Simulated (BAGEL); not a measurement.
# C2H3ClGe (SMILES C#[C][GeH2][Cl]): HF/6-31G(d) (density fitting with qzvpp-jkfit, spherical functions)

What is the vertical singlet–triplet gap of C2H3ClGe at HF/6-31G* (density fitting with qzvpp-jkfit, spherical functions)? 

The results are computed with BAGEL 1.2.2.

1 further run of the same task is left out (set aside as unsound or not needed).

## 1. The system as given

C2H3ClGe: 7 atoms, total charge 0, spin state singlet. SMILES: `C#[C][GeH2][Cl]`. The shape is that of a PBE0-D4/def2-TZVP optimisation.

Bond lengths: C1–C2 1.204 Å, C2–Ge3 1.891 Å, Ge3–Cl4 2.150 Å, C1–H5 1.066 Å, Ge3–H6 1.529 Å, Ge3–H7 1.529 Å. Angles: C1–C2–Ge3 179.2°, C2–Ge3–Cl4 107.9°, C2–C1–H5 179.7°, C2–Ge3–H6 110.3°, C2–Ge3–H7 110.3°, Cl4–Ge3–H6 107.4°, Cl4–Ge3–H7 107.4°, H6–Ge3–H7 113.3°.

## 2. The energy at HF/6-31G(d) (density fitting with qzvpp-jkfit, spherical functions)

hf.json

```json
{ "bagel": [

{
  "title": "molecule",
  "basis": "6-31gs.json",
  "df_basis": "qzvpp-jkfit",
  "angstrom": true,
  "geometry": [
    { "atom": "C", "xyz": [    1.207100,   -1.477600,    0.742500 ] },
    { "atom": "C", "xyz": [    0.532700,   -0.574200,    0.318700 ] },
    { "atom": "Ge", "xyz": [   -0.509000,    0.860300,   -0.338400 ] },
    { "atom": "Cl", "xyz": [   -2.237200,    0.030500,   -1.312700 ] },
    { "atom": "H", "xyz": [    1.800400,   -2.281100,    1.115500 ] },
    { "atom": "H", "xyz": [   -1.008200,    1.727200,    0.818500 ] },
    { "atom": "H", "xyz": [    0.275300,    1.646800,   -1.389700 ] }
  ]
},
{ "title": "hf" },
{ "title": "print", "file": "orbitals.molden", "orbitals": true }

]}
```

The basis set 6-31G* is read from a file made from the Basis Set Exchange's data (not shown).

Started as:

```
BAGEL_NUM_THREADS=1 BAGEL hf.json > hf.out
```

The program printed:

```text
* using 1 threads per process

  ===============================================================
  ===============================================================

  *** Geometry ***

  { "atom" : "C", "xyz" : [      2.281088,     -2.792259,      1.403122 ] },
  { "atom" : "C", "xyz" : [      1.006657,     -1.085081,      0.602256 ] },
  { "atom" : "Ge", "xyz" : [     -0.961871,      1.625731,     -0.639483 ] },
  { "atom" : "Cl", "xyz" : [     -4.227695,      0.057637,     -2.480643 ] },
  { "atom" : "H", "xyz" : [      3.402263,     -4.310654,      2.107989 ] },
  { "atom" : "H", "xyz" : [     -1.905222,      3.263935,      1.546741 ] },
  { "atom" : "H", "xyz" : [      0.520242,      3.112001,     -2.626152 ] },

  Number of auxiliary basis functions:      598

  Since a DF basis is specified, we compute 2- and 3-index integrals:
    o Being stored without compression. Storage requirement is 0.034 GB

  Number of basis functions:       84
  Number of electrons      :       64

    * METHOD: MOLECULE                             0.36

  *** RHF ***

  === Nuclear Repulsion ===
   307.9801067546

      * DIIS with orbital gradients will be used.

  === RHF iteration (6-31gs.json) ===
      0      -2611.92100716          0.01165419           0.13
      1      -2612.00203695          0.00456263           0.12
      2      -2612.01285939          0.00123546           0.12
      3      -2612.01375676          0.00041649           0.11
      4      -2612.01382279          0.00005159           0.12
      5      -2612.01382534          0.00002836           0.12
      6      -2612.01382580          0.00001093           0.12
      7      -2612.01382594          0.00000243           0.12
      8      -2612.01382595          0.00000115           0.12
      9      -2612.01382595          0.00000073           0.12
     10      -2612.01382595          0.00000034           0.12
     11      -2612.01382595          0.00000015           0.12
     12      -2612.01382595          0.00000006           0.12
     13      -2612.01382595          0.00000002           0.12
     14      -2612.01382595          0.00000000           0.12
    * SCF iteration converged.

    * Permanent dipole moment:
           (   -0.868048,    -0.205615,    -0.496742) a.u.

    * METHOD: HF                                   2.10

    * METHOD: PRINT                                0.01

  ===============================================================
```

Run time: 2.6 s. Hardware: 1 thread of Arm Neoverse V2, shared host; peak memory 0.15 GiB.

## 3. The triplet

input.json

```json
{ "bagel" : [

{
  "title" : "molecule",
  "basis" : "6-31gs.json",
  "df_basis" : "qzvpp-jkfit",
  "angstrom" : "true",
  "geometry" : [
    { "atom" : "C", "xyz" : [       1.207100,      -1.477600,       0.742500 ] },
    { "atom" : "C", "xyz" : [       0.532700,      -0.574200,       0.318700 ] },
    { "atom" : "Ge", "xyz" : [      -0.509000,       0.860300,      -0.338400 ] },
    { "atom" : "Cl", "xyz" : [      -2.237200,       0.030500,      -1.312700 ] },
    { "atom" : "H", "xyz" : [       1.800400,      -2.281100,       1.115500 ] },
    { "atom" : "H", "xyz" : [      -1.008200,       1.727200,       0.818500 ] },
    { "atom" : "H", "xyz" : [       0.275300,       1.646800,      -1.389700 ] }
  ]
},

{ "title" : "uhf", "charge" : 0, "nopen" : 2 },

{ "title" : "print", "file" : "orbitals.molden", "orbitals" : "true" }

]}
```

The basis set 6-31G* is read from a file made from the Basis Set Exchange's data (not shown).

Started as:

```
BAGEL_NUM_THREADS=1 BAGEL input.json > input.out
```

The program printed:

```text
* using 1 threads per process

  ===============================================================
  ===============================================================

  *** Geometry ***

  { "atom" : "C", "xyz" : [      2.281088,     -2.792259,      1.403122 ] },
  { "atom" : "C", "xyz" : [      1.006657,     -1.085081,      0.602256 ] },
  { "atom" : "Ge", "xyz" : [     -0.961871,      1.625731,     -0.639483 ] },
  { "atom" : "Cl", "xyz" : [     -4.227695,      0.057637,     -2.480643 ] },
  { "atom" : "H", "xyz" : [      3.402263,     -4.310654,      2.107989 ] },
  { "atom" : "H", "xyz" : [     -1.905222,      3.263935,      1.546741 ] },
  { "atom" : "H", "xyz" : [      0.520242,      3.112001,     -2.626152 ] },

  Number of auxiliary basis functions:      598

  Since a DF basis is specified, we compute 2- and 3-index integrals:
    o Being stored without compression. Storage requirement is 0.034 GB

  Number of basis functions:       84
  Number of electrons      :       64

    * METHOD: MOLECULE                             0.36

  *** Open-shell HF ***

  === Nuclear Repulsion ===
   307.9801067546

      * DIIS with orbital gradients will be used.

  === UHF iteration (6-31gs.json) ===
      0      -2611.62154745          0.02469122           0.23
      1      -2611.73332658          0.01690314           0.24
      2      -2611.78453338          0.01042516           0.25
      3      -2611.80738295          0.00288012           0.25
      4      -2611.81731691          0.00174522           0.24
      5      -2611.82097443          0.00104285           0.23
      6      -2611.82190140          0.00045718           0.23
      7      -2611.82253386          0.00020428           0.24
      8      -2611.82263476          0.00010884           0.24
      9      -2611.82267007          0.00002826           0.23
     10      -2611.82267284          0.00001670           0.24
     11      -2611.82267395          0.00001007           0.24
     12      -2611.82267464          0.00000778           0.24
     13      -2611.82267493          0.00000630           0.25
     14      -2611.82267504          0.00000537           0.25
     15      -2611.82267510          0.00000549           0.25
     16      -2611.82267510          0.00000551           0.24
     17      -2611.82267505          0.00000460           0.23
     18      -2611.82267498          0.00000302           0.24
     19      -2611.82267497          0.00000215           0.24
     20      -2611.82267499          0.00000157           0.24
     21      -2611.82267500          0.00000113           0.24
     22      -2611.82267501          0.00000088           0.24
     23      -2611.82267501          0.00000080           0.24
     24      -2611.82267501          0.00000080           0.24
     25      -2611.82267501          0.00000084           0.24
     26      -2611.82267500          0.00000059           0.24
     27      -2611.82267500          0.00000039           0.24
     28      -2611.82267500          0.00000027           0.24
     29      -2611.82267500          0.00000019           0.24
     30      -2611.82267500          0.00000013           0.24
     31      -2611.82267500          0.00000010           0.24
     32      -2611.82267500          0.00000009           0.24
     33      -2611.82267500          0.00000009           0.24
     34      -2611.82267500          0.00000010           0.24
     35      -2611.82267500          0.00000009           0.24
     36      -2611.82267500          0.00000008           0.24
     37      -2611.82267500          0.00000007           0.24
     38      -2611.82267500          0.00000006           0.25
     39      -2611.82267500          0.00000006           0.24
     40      -2611.82267500          0.00000006           0.25
     41      -2611.82267500          0.00000006           0.24
     42      -2611.82267500          0.00000006           0.24
     43      -2611.82267500          0.00000005           0.24
     44      -2611.82267500          0.00000004           0.24
     45      -2611.82267500          0.00000003           0.23
     46      -2611.82267500          0.00000002           0.24
     47      -2611.82267500          0.00000002           0.25
     48      -2611.82267500          0.00000002           0.24
     49      -2611.82267500          0.00000002           0.24
     50      -2611.82267500          0.00000002           0.24
     51      -2611.82267500          0.00000002           0.24
     52      -2611.82267500          0.00000002           0.24
     53      -2611.82267500          0.00000001           0.24
     54      -2611.82267500          0.00000001           0.24
    * SCF iteration converged.

    * S^2 (UHF) is 2.0185

    * Permanent dipole moment:
           (   -1.227724,     0.135663,    -0.718115) a.u.

    * METHOD: UHF                                 13.52

    * METHOD: PRINT                                0.01

  ===============================================================
```

Wall time 14 s (1 thread of Arm Neoverse V2, shared host); peak memory 0.15 GiB.

## 4. What came out

At HF/6-31G* (density fitting with qzvpp-jkfit, spherical functions):

```
                                        quantity           value
                           singlet: total energy  -2612.01383 Eh
                          singlet: dipole moment          2.60 D
                            singlet: HOMO energy       -11.11 eV
                            singlet: LUMO energy         2.63 eV
                          singlet: HOMO–LUMO gap        13.74 eV
                           triplet: total energy  -2611.82267 Eh
                          triplet: dipole moment          3.63 D
                                   triplet: ⟨S²⟩           2.018
vertical energy of the triplet above the singlet        5.201 eV
```

**Reading.** At this shape the triplet lies 5.20 eV (502 kJ/mol) above the singlet.
